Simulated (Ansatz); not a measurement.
**InBr₃: energies up the ladder**

The task here is to estimate one member of a computed series from the others.

Method: the levels named in each step, in Ansatz 0.2.0.

## The structure to begin with

Bond lengths: Br1–In2 2.492 Å, In2–Br3 2.491 Å, In2–Br4 2.492 Å. Angles: Br1–In2–Br3 120.0°, Br1–In2–Br4 120.0°, Br3–In2–Br4 120.0°.

As a file:

```xyz
4

Br   -0.8149    2.3546    0.0224
In   -0.0004   -0.0003    0.0002
Br   -1.6316   -1.8830   -0.0293
Br    2.4467   -0.4718    0.0069
```

The first run:

The input, input.yaml:

```yaml
crystal:
  periodic: [false, false, false]
  atoms:
    - { symbol: Br, position_ang: [-0.81486, 2.35463, 0.02241] }
    - { symbol: In, position_ang: [-0.00039, -0.00031, 0.00024] }
    - { symbol: Br, position_ang: [-1.63158, -1.88305, -0.02933] }
    - { symbol: Br, position_ang: [2.44666, -0.47178, 0.00688] }
basis:
  gaussian: { orbitals: def2-SVP }
hamiltonian:
  xc: pbe
  dispersion: d4
relax:
  f_tol: 0.03
  max_steps: 200
```

The run is started by

```sh
ansatz run input.yaml --threads 4 --pin off --max-ram 10240MiB --backend cpu --events-out ev --progress --plain --runs-dir out
```

Steps of the session up to this table: A rough first relaxation, PBE-D4/def2-SVP; Relaxation, PBE0-D4/def2-TZVPP; Frequencies, PBE0-D4/def2-TZVPP; Single point, PBE-D4/def2-TZVPP; Single point, r2SCAN-D4/def2-TZVPP; Single point, B3LYP-D4/def2-TZVPP; Single point, wB97M-V/def2-TZVPP; Single point, B2PLYP/def2-TZVPP; Single point, LDA/def2-TZVPP; Single point, PBE0-D4/def2-SVP; Single point, PBE-D4/def2-SVP; The cation of multiplicity 2 at the same geometry, PBE0-D4/def2-TZVPP; The cation of multiplicity 2 at the same geometry, PBE-D4/def2-TZVPP; The cation of multiplicity 2 at the same geometry, r2SCAN-D4/def2-TZVPP; The cation of multiplicity 2 at the same geometry, B3LYP-D4/def2-TZVPP; The cation of multiplicity 2 at the same geometry, wB97M-V/def2-TZVPP; The cation of multiplicity 2 at the same geometry, B2PLYP/def2-TZVPP.

One table of the session follows, with a row left open; its other results are not shown here.

It belongs to the step «Vertical ionisation energy». 

```
               level  vertical ionisation energy (eV)  from B2PLYP/def2-TZVPP (eV)
   PBE-D4/def2-TZVPP                            9.982                       -0.900
r2SCAN-D4/def2-TZVPP                           10.282                       -0.600
 B3LYP-D4/def2-TZVPP                           10.432                       -0.450
  wB97M-V/def2-TZVPP                                ?                            ?
   B2PLYP/def2-TZVPP                           10.882                       +0.000
```

**Question.** Estimate the row for wB97M-V/def2-TZVPP.

The run gave: vertical ionisation energy (eV): 10.992; from B2PLYP/def2-TZVPP (eV): +0.110. In the column «vertical ionisation energy (eV)» it is the highest.
